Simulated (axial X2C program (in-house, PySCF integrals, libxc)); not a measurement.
# All-electron X2C curves of SbSe⁺

What are the state, bond length, wavenumber and bond energy of SbSe⁺, and what does spin–orbit coupling change?

The runs use an in-house X2C program for linear molecules on PySCF integrals; all-electron X2C, Sb dyall-cv3z, Se dyall-cv3z.

All values are calculated.

## 1. Set-up

task.json

```json
{"zs": [51, 34], "q": 1, "bas": ["dyall-cv3z", "dyall-cv3z"], "levels": ["PBE0", "HF", "B3LYP"], "cc": true, "r0": 2.4, "thr": -1.0, "nmax": 90, "npts": 10, "nst": 2, "ntry": 6}
```

Keys: zs atomic numbers; q charge; bas basis sets; levels methods (HF also brings MP2); cc coupled cluster on or off; r0 starting distance in Å; thr threshold in hartree for freezing inner shells (an s shell follows its p shell); nmax most natural virtual spinors; npts points asked for on the curve; nst determinants followed; ntry starts of the search.

Started as:

```sh
$ python so2c.py task.json out
```

Spin-free means the one-electron spin-free X2C Hamiltonian; two-component (2c) means X2C with spin–orbit coupling and atomic mean-field two-electron Coulomb and Gaunt terms. Basis: Sb dyall-cv3z contracted to [11s12p8d4f1g], Se dyall-cv3z contracted to [8s9p6d4f1g]; Gaussian nuclei, density fitting. Masses: Sb 120.904 u, Se 79.917 u.

Notation: σ, π±, δ± give the projection m of an orbital's angular momentum (0, ±1, ±2), α and β its spin, Λ and M_S the sums; ω is the projection of a spinor's total angular momentum and Ω the sum. Logs are in hartree.

The results follow Hamiltonian by Hamiltonian and level by level.

## 2. Search for the lowest determinant

PBE0 moves the distance from 2.400 Å to 2.262 Å and compares determinants there.

Spin-free determinants:

```tsv
ΔE (eV)	state	open shells
0.00	M_S = 0, Λ = 0	closed shell
2.37	M_S = 1, Λ = 0	beyond closed shells: π+α, π+β, 2 × π-α
2.37	M_S = 1, Λ = 2	beyond closed shells: 2 × π+α, π+β, π-α
2.66	M_S = 0, Λ = 2	beyond closed shells: π+α, 2 × π+β, π-α
3.07	M_S = 1, Λ = 1	beyond closed shells: σα, π+α
3.32	M_S = 0, Λ = 1	beyond closed shells: σα, π+β
```

Two-component determinants:

```json
{"ΔE (eV)": "0.00", "state": "Ω = 0", "open shells": "closed shell"}
{"ΔE (eV)": "2.04", "state": "Ω = 1", "open shells": "excess of +ω over −ω: ω = -1/2, ω = 3/2"}
{"ΔE (eV)": "2.33", "state": "Ω = 1", "open shells": "excess of +ω over −ω: 2 × ω = 1/2"}
{"ΔE (eV)": "2.34", "state": "Ω = 2", "open shells": "excess of +ω over −ω: ω = 1/2, ω = 3/2"}
{"ΔE (eV)": "2.46", "state": "Ω = 3", "open shells": "excess of +ω over −ω: 2 × ω = 3/2"}
{"ΔE (eV)": "2.74", "state": "Ω = 1", "open shells": "excess of +ω over −ω: ω = -1/2, ω = 3/2"}
{"ΔE (eV)": "3.04", "state": "Ω = 2", "open shells": "excess of +ω over −ω: ω = 1/2, ω = 3/2"}
```

## 3. PBE0, spin-free

State followed: M_S = 0, Λ = 0 (closed shell). The scan is laid around 2.262 Å, a first estimate of the minimum, and this SCF restarts from the orbitals of the search.

Output at 2.262 Å:

```text
spin-free X2C-1e  PBE0
basis functions 226  fitting functions 1239  grid points 5803
iter        total energy     max residual
   1      -8909.919982901     3.55e-06
   2      -8909.919982895     1.46e-05
   3      -8909.919982901     9.55e-07
   4      -8909.919982901     3.25e-07
converged
one-electron -13069.48020146  Coulomb 4013.85851887  exact exchange -63.98530862  xc functional -195.96873162  nuclear repulsion 405.65573994
```

Along the bond, energies from the lowest point:

```tsv
R (Å)	E (eV)	μ (D)	HOMO (eV)	LUMO (eV)	iterations
1.968	1.6352	-1.25	-14.78	-9.00	11
2.058	0.6651	-1.48	-14.83	-9.18	11
2.126	0.2548	-1.65	-14.60	-9.31	11
2.194	0.0491	-1.81	-14.36	-9.43	11
2.262	0.0000	-1.97	-14.14	-9.55	4
2.341	0.0912	-2.15	-13.91	-9.68	11
2.420	0.2981	-2.31	-13.69	-9.80	11
2.522	0.6787	-2.51	-13.44	-9.94	10
2.647	1.2467	-2.73	-13.18	-10.09	10
2.828	2.1518	-3.00	-12.86	-10.27	13
```

Dipoles are positive if Se is the positive end and refer to the centre of mass.

Outer orbitals at the reference distance:

| symmetry | occupied | ε (eV) | atomic character |
| --- | --- | --- | --- |
| σα | yes | -26.44 | 65% Se s, 18% Sb s, 9% Sb p |
| σα | yes | -20.65 | 59% Sb s, 18% Se p, 16% Se s |
| σα | yes | -14.79 | 46% Se p, 39% Sb p, 10% Sb s |
| π+α | yes | -14.14 | 63% Se p, 31% Sb p, 3% Sb d |
| π-α | yes | -14.14 | 63% Se p, 31% Sb p, 3% Sb d |
| π-α | no | -9.55 | 63% Sb p, 29% Se p, 4% Sb d |
| π+α | no | -9.55 | 63% Sb p, 29% Se p, 4% Sb d |
| σα | no | -5.75 | 40% Sb p, 24% Sb d, 18% Se p |
| σα | no | -3.20 | 68% Sb s, 13% Se d, 7% Se s |

PBE0 fields in the half plane through the axis: z from -2.4 to 4.5 Å across, distance from the axis 0.15 to 2.25 Å upwards; Sb lies at z = 0 and Se at z = 2.262 Å; the ELF is damped to zero where the density is low.

log10 density (e/bohr³). Ten even steps from '0' (-4.77 ) to '9' (1.83 ):
```
001112222222222222211100
011222333333333333222110
112233333333334433332210
122334444444444444433211
123344555554455555443321
223445566655555555544321
233455677765556776554322
233455789875567897654332
```

ELF. Ten even steps from ' ' (0.00 ) to '@' (0.87 ):
```
            ..............::......              
        ::--------::::--======------::..        
    ..==++******++====++++********++==--..      
  ..==##%%%%##**++++++**######%%%%%%##**==..    
  --##@@@@%%**==----==**##%%%%%%%%@@@@%%**--..  
..**@@@@@@##--------::++%%%%**----**@@@@%%++::  
::##@@@@%%==--##%%%%----##**..====::##@@@@**--  
--%%@@@@%%--**++%%++**::##====##**====@@@@##==  
```

Re = 2.253 Å, ωe = 389 cm⁻¹, ωexe = 0.619 cm⁻¹, Be = 0.06903 cm⁻¹, De = 4.68 eV, μ = -1.95 D.

## 4. HF, spin-free

The SCF at the reference distance of 2.262 Å:

```text
spin-free X2C-1e  HF
basis functions 226  fitting functions 1239  grid points 5803
iter        total energy     max residual
   1      -8905.907177142     3.96e-01
   2      -8905.941644774     5.67e-03
   3      -8905.942509527     5.16e-03
   4      -8905.943214502     1.53e-03
   5      -8905.943311000     3.12e-04
   6      -8905.943321493     1.90e-04
   7      -8905.943324115     8.95e-05
   8      -8905.943324988     2.94e-05
   9      -8905.943325062     1.29e-05
  10      -8905.943325067     2.43e-06
  11      -8905.943325067     4.47e-07
converged
one-electron -13067.95565504  Coulomb 4012.42397074  exact exchange -256.06738070  xc functional 0.00000000  nuclear repulsion 405.65573994
```

Re = 2.220 Å, ωe = 428 cm⁻¹, ωexe = 0.568 cm⁻¹, Be = 0.07111 cm⁻¹, De = 1.87 eV, μ = -2.55 D.

## 5. B3LYP, spin-free

Output at 2.262 Å:

```text
spin-free X2C-1e  B3LYP
basis functions 226  fitting functions 1239  grid points 5803
iter        total energy     max residual
   1      -8910.666589008     7.46e-02
   2      -8910.668584727     2.06e-03
   3      -8910.668129457     3.81e-03
   4      -8910.668509818     2.27e-03
   5      -8910.668642631     4.46e-04
   6      -8910.668647795     2.36e-05
   7      -8910.668647824     7.59e-06
   8      -8910.668647825     3.14e-06
converged
one-electron -13069.47342033  Coulomb 4013.84004079  exact exchange -51.18279057  xc functional -209.50821765  nuclear repulsion 405.65573994
```

Re = 2.274 Å, ωe = 372 cm⁻¹, ωexe = 0.633 cm⁻¹, Be = 0.06775 cm⁻¹, De = 4.70 eV, μ = -1.92 D.

## 6. MP2 and beyond, spin-free

Correlated methods: 10 electrons correlated (frozen shells, counted by type: Sb 4 s, 3 p, 2 d; Se 3 s, 2 p, 1 d), 274 virtual spinors in MP2, 88 natural virtuals in coupled cluster.

Output of the correlated part at 2.262 Å:

```text
correlated 10  virtual 274  natural virtual 88  E(MP2) -0.253087268  MP2 remainder -0.007076726
iter   CCSD correlation   residual
   1     -0.244816651   1.85e-01
   2     -0.254250100   9.07e-02
   3     -0.257970547   3.52e-02
   4     -0.258213836   1.27e-02
   5     -0.258302524   5.10e-03
   6     -0.258290203   1.20e-03
   7     -0.258294266   3.20e-04
   8     -0.258297110   1.07e-04
   9     -0.258295933   3.55e-05
  10     -0.258296298   1.02e-05
  11     -0.258296060   3.59e-06
  12     -0.258296053   1.13e-06
(T) -0.018388542  T1 0.0395  D1 0.0580  max T2 0.102
```

T1 in the output is the amplitude norm over the root of the electron number; divide by √2 for the Lee–Taylor value.

MP2: Re = 2.306 Å, ωe = 344 cm⁻¹, Be = 0.06591 cm⁻¹, De = 4.72 eV.

CCSD: Re = 2.272 Å, ωe = 380 cm⁻¹, ωexe = 0.627 cm⁻¹, Be = 0.06785 cm⁻¹, De = 4.17 eV. T1 at Re = 0.029 (Lee–Taylor, the printed value over √2).

CCSD(T): Re = 2.297 Å, ωe = 354 cm⁻¹, ωexe = 0.77 cm⁻¹, Be = 0.06639 cm⁻¹, De = 4.55 eV. T1 at Re = 0.030 (Lee–Taylor, the printed value over √2).

## 7. A higher determinant, spin-free

State: M_S = 1, Λ = 0 (beyond closed shells: π+α, π+β, 2 × π-α).

Output at the reference distance:

```text
spin-free X2C-1e  PBE0
basis functions 226  fitting functions 1239  grid points 5803
iter        total energy     max residual
   1      -8909.833067433     3.21e-05
   2      -8909.833067468     3.30e-05
   3      -8909.833067488     1.65e-05
   4      -8909.833067496     7.40e-06
   5      -8909.833067503     8.17e-07
   6      -8909.833067503     3.98e-07
converged
one-electron -13069.42680921  Coulomb 4013.93110430  exact exchange -64.00444293  xc functional -195.98865960  nuclear repulsion 405.65573994
```

```tsv
R (Å)	E above the lowest PBE0 point (eV)
1.968	5.618
2.058	4.106
2.126	3.315
2.194	2.751
2.262	2.365
2.341	2.092
2.420	1.965
2.522	1.956
2.647	2.107
```

No constants are quoted: too few points lie around the minimum for a second fit to confirm the first.

## 8. The spin-free curves together

Energy (eV) of the followed determinant, spin-free, from each level's lowest point:

```tsv
R (Å)	PBE0	HF	MP2	CCSD	CCSD(T)	B3LYP
1.968	1.635	1.446	2.003	n/a	n/a	1.795
2.058	0.665	0.515	0.920	0.792	0.892	0.776
2.126	0.255	0.150	0.428	0.333	0.404	0.328
2.194	0.049	0.000	0.141	0.086	0.123	0.086
2.262	0.000	0.017	0.009	0.000	0.000	0.000
2.341	0.091	0.194	0.000	0.053	0.005	0.049
2.420	0.298	0.495	0.103	0.227	0.125	0.213
2.522	0.679	1.004	0.346	0.569	0.390	0.541
2.647	1.247	1.736	0.753	n/a	n/a	1.045
2.828	2.152	2.867	1.567	n/a	n/a	1.863
```

## 9. PBE0, 2c

State followed: Ω = 0 (closed shell). The scan is laid around 2.262 Å, a first estimate of the minimum, and this SCF restarts from the orbitals of the search.

Output at 2.262 Å:

```text
two-component X2C + atomic mean field  PBE0
basis functions 226  fitting functions 1239  grid points 5803
iter        total energy     max residual
   1      -8906.373651343     1.23e-05
   2      -8906.373651335     1.90e-05
   3      -8906.373651346     9.12e-06
   4      -8906.373651348     1.20e-06
converged
one-electron -13059.50804062  Coulomb 4011.96831395  exact exchange -63.95118652  xc functional -195.86789866  nuclear repulsion 405.65573994  atomic mean-field constant -4.67057943
```

Along the bond, energies from the lowest point:

```tsv
R (Å)	E (eV)	μ (D)	HOMO (eV)	LUMO (eV)	iterations
1.968	1.6541	-1.24	-14.80	-9.16	11
2.058	0.6787	-1.47	-14.70	-9.35	11
2.126	0.2642	-1.64	-14.45	-9.48	11
2.194	0.0540	-1.80	-14.21	-9.60	11
2.262	0.0000	-1.96	-13.99	-9.72	4
2.341	0.0848	-2.13	-13.76	-9.85	12
2.420	0.2844	-2.29	-13.55	-9.97	12
2.522	0.6537	-2.48	-13.31	-10.11	13
2.647	1.2038	-2.69	-13.05	-10.25	14
2.828	2.0682	-2.92	-12.77	-10.41	15
```

Dipoles are positive if Se is the positive end and refer to the centre of mass.

Outer spinors at the reference distance:

| ω | occupied | ε (eV) | atomic character | λ mixture |
| --- | --- | --- | --- | --- |
| 1/2 | yes | -26.44 | 65% Se s, 18% Sb s, 9% Sb p | 100% σ |
| 1/2 | yes | -20.63 | 59% Sb s, 18% Se p, 16% Se s | 100% σ |
| 1/2 | yes | -14.81 | 46% Se p, 39% Sb p, 10% Sb s | 99% σ, 1% π |
| 1/2 | yes | -14.29 | 62% Se p, 33% Sb p, 3% Sb d | 100% π |
| 3/2 | yes | -13.99 | 64% Se p, 30% Sb p, 4% Sb d | 100% π |
| 1/2 | no | -9.72 | 61% Sb p, 31% Se p, 4% Sb d | 99% π, 1% σ |
| 3/2 | no | -9.33 | 65% Sb p, 27% Se p, 4% Sb d | 100% π |
| 1/2 | no | -5.74 | 40% Sb p, 24% Sb d, 18% Se p | 100% σ |
| 1/2 | no | -3.20 | 67% Sb s, 13% Se d, 7% Se s | 100% σ |

PBE0 fields in the half plane through the axis: z from -2.4 to 4.5 Å across, distance from the axis 0.15 to 2.25 Å upwards; Sb lies at z = 0 and Se at z = 2.262 Å; the ELF is damped to zero where the density is low.

log10 density (e/bohr³). Ten even steps from '0' (-4.77 ) to '9' (1.83 ):
```
001112222222222222211100
011222333333333333222110
112233333333334433332210
122334444444444444433211
123344555554455555443321
223445566655555565544321
233455677765556776554322
233455789875567897654332
```

ELF. Ten even steps from ' ' (0.00 ) to '@' (0.87 ):
```
            ..............::......              
        ::--------::::--======------::..        
    ..==++******++====++++********++==--..      
  ..==##%%%%##**++++++**######%%%%%%##**==..    
  --##@@@@%%**==----==**##%%%%%%%%@@@@%%**--..  
..**@@@@@@##--------::++%%%%**----**@@@@%%++::  
::##@@@@%%==--##%%%%----##**..====::##@@@@**--  
--%%@@@@%%--**++%%++**::##====##**++==@@@@##--  
```

Re = 2.256 Å, ωe = 385 cm⁻¹, ωexe = 0.64 cm⁻¹, Be = 0.06885 cm⁻¹, De = 4.55 eV, μ = -1.94 D.

## 10. HF, 2c

Output at 2.262 Å:

```text
two-component X2C + atomic mean field  HF
basis functions 226  fitting functions 1239  grid points 5803
iter        total energy     max residual
   1      -8902.359312252     3.96e-01
   2      -8902.393702394     5.74e-03
   3      -8902.394591621     5.17e-03
   4      -8902.395247075     1.58e-03
   5      -8902.395346133     3.78e-04
   6      -8902.395361109     1.83e-04
   7      -8902.395366392     1.47e-04
   8      -8902.395370014     9.15e-05
   9      -8902.395371575     6.03e-05
  10      -8902.395372539     4.32e-05
  11      -8902.395373106     2.30e-05
  12      -8902.395373235     5.50e-06
  13      -8902.395373248     3.40e-06
  14      -8902.395373254     1.80e-06
  15      -8902.395373256     3.01e-07
converged
one-electron -13058.00785189  Coulomb 4010.55802529  exact exchange -255.93070716  xc functional 0.00000000  nuclear repulsion 405.65573994  atomic mean-field constant -4.67057943
```

No constants are quoted: the dipole of the solution doesn't run smoothly along the scan, a sign that its character may change, so the fit is set aside.

## 11. B3LYP, 2c

The SCF at the reference distance of 2.262 Å:

```text
two-component X2C + atomic mean field  B3LYP
basis functions 226  fitting functions 1239  grid points 5803
iter        total energy     max residual
   1      -8907.120563991     7.46e-02
   2      -8907.122559233     2.06e-03
   3      -8907.122138827     3.66e-03
   4      -8907.122483690     2.26e-03
   5      -8907.122615495     4.51e-04
   6      -8907.122620824     2.30e-05
   7      -8907.122620852     7.71e-06
   8      -8907.122620853     3.26e-06
converged
one-electron -13059.50114563  Coulomb 4011.94977964  exact exchange -51.15552051  xc functional -209.40089485  nuclear repulsion 405.65573994  atomic mean-field constant -4.67057943
```

Re = 2.277 Å, ωe = 369 cm⁻¹, ωexe = 0.657 cm⁻¹, Be = 0.06756 cm⁻¹, De = 4.29 eV, μ = -1.91 D.

## 12. Correlated methods, 2c

Correlated methods: 10 electrons correlated (frozen shells, counted by type: Sb 4 s, 3 p, 2 d; Se 3 s, 2 p, 1 d), 274 virtual spinors in MP2, 90 natural virtuals in coupled cluster.

Output of the correlated part at 2.262 Å:

```text
correlated 10  virtual 274  natural virtual 90  E(MP2) -0.251173323  MP2 remainder -0.006767518
iter   CCSD correlation   residual
   1     -0.244259618   1.80e-01
   2     -0.253452446   8.75e-02
   3     -0.257157321   3.50e-02
   4     -0.257394508   1.30e-02
   5     -0.257494771   5.53e-03
   6     -0.257488417   1.74e-03
   7     -0.257496357   7.64e-04
   8     -0.257503803   3.84e-04
   9     -0.257499519   1.64e-04
  10     -0.257501718   6.06e-05
  11     -0.257500442   2.27e-05
  12     -0.257500557   8.82e-06
  13     -0.257500576   3.84e-06
(T) -0.018097392  T1 0.0404  D1 0.0664  max T2 0.103
```

MP2: No constants are quoted: the dipole of the HF reference doesn't run smoothly along the scan, a sign that its character may change, so the fit is set aside.

CCSD: No constants are quoted: the dipole of the HF reference doesn't run smoothly along the scan, a sign that its character may change, so the fit is set aside.

CCSD(T): No constants are quoted: the dipole of the HF reference doesn't run smoothly along the scan, a sign that its character may change, so the fit is set aside.

## 13. A higher determinant, 2c

State: Ω = 1 (excess of +ω over −ω: ω = -1/2, ω = 3/2).

Output at the reference distance:

```text
two-component X2C + atomic mean field  PBE0
basis functions 226  fitting functions 1239  grid points 5803
iter        total energy     max residual
   1      -8906.298689827     9.85e-06
   2      -8906.298689837     7.83e-06
   3      -8906.298689839     5.13e-06
   4      -8906.298689841     3.72e-06
   5      -8906.298689842     3.51e-07
converged
one-electron -13059.65366086  Coulomb 4012.23170882  exact exchange -63.97106224  xc functional -195.89083607  nuclear repulsion 405.65573994  atomic mean-field constant -4.67057943
```

```tsv
R (Å)	E above the lowest PBE0 point (eV)
1.968	5.298
2.058	3.786
2.126	2.993
2.194	2.427
2.262	2.040
2.341	1.764
2.420	1.632
2.522	1.617
2.647	1.758
```

No constants are quoted: too few points lie around the minimum for a second fit to confirm the first.

## 14. The 2c curves together

Energy (eV) of the followed determinant, 2c, from each level's lowest point:

```tsv
R (Å)	PBE0	HF (dipole not smooth)	MP2 (HF's dipole not smooth)	CCSD (HF's dipole not smooth)	CCSD(T) (HF's dipole not smooth)	B3LYP
1.968	1.654	1.468	1.992	n/a	n/a	1.814
2.058	0.679	0.529	0.906	0.805	0.901	0.789
2.126	0.264	0.157	0.413	0.343	0.409	0.338
2.194	0.054	0.000	0.127	0.091	0.126	0.091
2.262	0.000	0.007	0.000	0.000	0.000	0.000
2.341	0.085	0.170	0.009	0.046	0.003	0.042
2.420	0.284	0.448	0.172	0.209	0.124	0.200
2.522	0.654	0.890	0.697	0.527	0.407	0.516
2.647	1.204	1.423	1.650	n/a	n/a	1.003
2.828	2.068	2.029	2.936	n/a	n/a	1.785
```

The whole job took 1.8 min on 1 thread of AMD EPYC 9R45 (Zen 5), shared host; peak memory 0.71 GiB.

## 15. Results

Lowest determinant that the search found at its distance, spin-free: M_S = 0, Λ = 0 (closed shell).

Lowest determinant that the search found at its distance, 2c: Ω = 0 (closed shell).

```tsv
Hamiltonian	level	Re (Å)	ωe (cm⁻¹)	De (eV)	μ (D)
spin-free	PBE0	2.253	389	4.68	-1.95
spin-free	HF	2.220	428	1.87	-2.55
spin-free	MP2	2.306	344	4.72	n/a
spin-free	CCSD	2.272	380	4.17	n/a
spin-free	CCSD(T)	2.297	354	4.55	n/a
spin-free	B3LYP	2.274	372	4.70	-1.92
2c	PBE0	2.256	385	4.55	-1.94
2c	B3LYP	2.277	369	4.29	-1.91
```

Dipoles are positive if Se is the positive end and refer to the centre of mass. No constants: 2c HF (the dipole of the solution doesn't run smoothly along the scan, a sign that its character may change, so the fit is set aside); 2c MP2 (the dipole of the HF reference doesn't run smoothly along the scan, a sign that its character may change, so the fit is set aside); 2c CCSD (the dipole of the HF reference doesn't run smoothly along the scan, a sign that its character may change, so the fit is set aside); 2c CCSD(T) (the dipole of the HF reference doesn't run smoothly along the scan, a sign that its character may change, so the fit is set aside).

Time per point (s) on 1 thread of AMD EPYC 9R45 (Zen 5), shared host (2c runs); the times are rough: PBE0 0.46, B3LYP 0.48.

**Reading.** At PBE0, going from spin-free to two-component changes Re by +3 mÅ, ωe by -0.8 %, which is small (part of it comes from the scalar share of the two-electron terms). It costs about 1.5 times the time. De moves by -0.13 eV; both De rest on single-determinant atoms, which can miss part of an open shell's spin–orbit lowering.

De refers to Sb+ + Se; at HF, spin-free, to Sb + Se+, each in the lowest determinant found, which need not be this curve's own limit. Each curve is one determinant whose occupation by symmetry is held fixed; it was picked as the lowest of a PBE0 search that is not exhaustive. Closed shells are restricted here (equal orbitals for both partners), which fails at long range if the bond breaks into open shells. De is counted from the lowest determinant-based energies of the atoms at the same level, without counterpoise correction. Coupled cluster ran in a truncated set of natural virtual spinors; the MP2 energy of the rest was added. With the outer-core shells frozen, correlated bond lengths of heavy atoms tend to come out a few hundredths of an ångström too long. T1 at Re is 0.030 (Lee–Taylor), above the customary mark of 0.02.
